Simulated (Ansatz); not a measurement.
# Al2H3Rh: the cost of one run

Method: DFT PBE, scalar-relativistic, plane waves, PAW, in Ansatz 0.2.0.

2 further runs of the same task are left out: 1 that didn't finish, 1 set aside as unsound or not needed.

## 1. The system as given

It takes space group Cmmm (No. 65, orthorhombic). The conventional cell has a = 4.872 Å, b = 7.932 Å, c = 3.656 Å, α = 90.00°, β = 90.00°, γ = 90.00°. Al (site symmetry 2/m) has 6 H at 2.32 to 2.33 Å and 2 Al at 2.44 Å in its first shell of neighbours. H (site symmetry m2m) is surrounded by 5 H at 2.21 to 2.86 Å and 4 Al at 2.32 Å and 3 Rh at 2.73 Å. Around H (site symmetry mmm) lie 4 H at 2.21 Å and 4 Al at 2.33 Å and 4 Rh at 3.05 Å. Rh (site symmetry mmm) has 10 H at 2.73 to 3.05 Å and 8 Al at 2.96 Å in its first shell of neighbours.

As a file:

```cif
data_structure
_symmetry_space_group_name_H-M 'P 1'
_symmetry_Int_Tables_number 1
_cell_length_a 4.6544
_cell_length_b 4.6544
_cell_length_c 3.6563
_cell_angle_alpha 90.000
_cell_angle_beta 90.000
_cell_angle_gamma 116.888
_cell_volume 70.64
loop_
_atom_site_label
_atom_site_type_symbol
_atom_site_fract_x
_atom_site_fract_y
_atom_site_fract_z
_atom_site_occupancy
Al1 Al 0.00000 0.50000 0.50000 1
Al2 Al 0.50000 0.00000 0.50000 1
H1 H 0.15586 0.84414 0.00000 1
H2 H 0.84414 0.15586 0.00000 1
H3 H 0.00000 0.00000 0.50000 1
Rh1 Rh 0.50000 0.50000 0.00000 1
```

Recipe of the guess: species swapped into a database cell of LaNi3Rh2 (Cmmm, No. 65), with Rh on the La sites, H on the Ni sites and Al on the Rh sites. Its size is a rough estimate.

## 2. A first look at the guess

File input.yaml:

```yaml
crystal:
  lattice:
    - [2.43576111, -3.96612926, 0.0]
    - [2.43576111, 3.96612926, 0.0]
    - [0.0, 0.0, 3.65631979]
  atoms:
    - { symbol: Al, position: [0.0, 0.5, 0.5] }
    - { symbol: Al, position: [0.5, 0.0, 0.5] }
    - { symbol: H, position: [0.15585776, 0.84414224, 0.0] }
    - { symbol: H, position: [0.84414224, 0.15585776, 0.0] }
    - { symbol: H, position: [0.0, 0.0, 0.5] }
    - { symbol: Rh, position: [0.5, 0.5, 0.0] }
basis:
  ecutwfc: 420
kpoints:
  mp_grid: { grid: [4, 4, 6] }
hamiltonian:
  xc: pbe
scf:
  occupations: { method: gaussian, width: 0.1 }
  lower_state_search: "off"
output:
  forces: true
  stress: true
  eigenvalues: true
```

On the command line:

```sh
$ ansatz run input.yaml --threads 1 --pin off --max-ram 2560MiB --backend cpu --events-out ev --progress --plain --runs-dir out
```

What time and memory should one allow on 1 thread of Intel Xeon at 2.50GHz (Skylake/Cascade Lake), shared host?

About 5 s, with a peak of 0.35 GiB.
